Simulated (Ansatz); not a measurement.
# BrClH2OSn: how energies converge with the basis set

How large a basis does BrClH2OSn need? Two functionals are run in growing sets.

Computed with Ansatz 0.2.0, Gaussian basis. Level: one geometry, several basis sets.

Levels to be run: PBE0-D4/def2-SVP; ωB97M-V/def2-SVP; PBE0-D4/def2-QZVPP; ωB97M-V/def2-QZVPP; the functionals' def2-TZVPP values are taken from earlier runs.

1 further run of the same task is left out (for a known fault of the program).

### 1 The geometry

An earlier PBE0-D4 in a triple-zeta def2 set relaxation fixed the geometry. Sn takes the def2 core potential; no spin-orbit term is included.

SMILES `[OH][SnH]([Cl])[Br]`, 6 atoms, charge 0, spin multiplicity 1.

Atoms are counted from 1 here; the program's logs count them from 0.

Bond lengths: O1–Sn2 1.940 Å, O1–H5 0.961 Å, Sn2–Cl3 2.313 Å, Sn2–Br4 2.459 Å, Sn2–H6 1.689 Å. Angles: Sn2–O1–H5 113.7°, O1–Sn2–Cl3 108.0°, O1–Sn2–Br4 108.8°, O1–Sn2–H6 108.5°, Cl3–Sn2–Br4 106.5°, Cl3–Sn2–H6 111.8°, Br4–Sn2–H6 113.1°.

Coordinates:

```xyz
6
charge 0, multiplicity 1
O     0.2184    1.2985   -0.8939
Sn    0.0321   -0.0849    0.4530
Cl    1.6144   -1.7170    0.0259
Br   -2.1646   -1.1571    0.1864
H     0.0928    0.9821   -1.7928
H     0.2490    0.6145    1.9752
```

### 2 PBE0-D4 in def2-SVP

The input, in.yaml:

```yaml
crystal:
  periodic: [false, false, false]
  atoms:
    - {symbol: O, position_ang: [0.218449, 1.298534, -0.893862]}
    - {symbol: Sn, position_ang: [0.032082, -0.084945, 0.452965]}
    - {symbol: Cl, position_ang: [1.614377, -1.716987, 0.025927]}
    - {symbol: Br, position_ang: [-2.164594, -1.157136, 0.186356]}
    - {symbol: H, position_ang: [0.092835, 0.982053, -1.792763]}
    - {symbol: H, position_ang: [0.248950, 0.614482, 1.975177]}
basis:
  gaussian: {orbitals: def2-SVP}
hamiltonian: {xc: pbe0, dispersion: d4}
output: {orbitals: {seedname: orbitals}}
```

Run with:

```console
$ ansatz run in.yaml --threads 4 --pin off --events-out ev --progress --plain --max-ram 10444MiB
```

Further steps of the session: ωB97M-V in def2-SVP; PBE0-D4 in def2-QZVPP; ωB97M-V in def2-QZVPP.

Before running them: what should the planned runs give, taken together? Wanted: PBE0-D4: double and triple zeta above quadruple; ωB97M-V: double and triple zeta above quadruple.

The runs gave:

| quantity | value |
| --- | --- |
| PBE0-D4: double and triple zeta above quadruple | 17.93, 2.00 eV |
| ωB97M-V: double and triple zeta above quadruple | 17.84, 1.93 eV |

**Reading.** For PBE0-D4 the step from double to triple zeta gains 15.93 eV and the next only 2.00 eV. Total energies overstate the basis error of differences, where much of it tends to cancel.
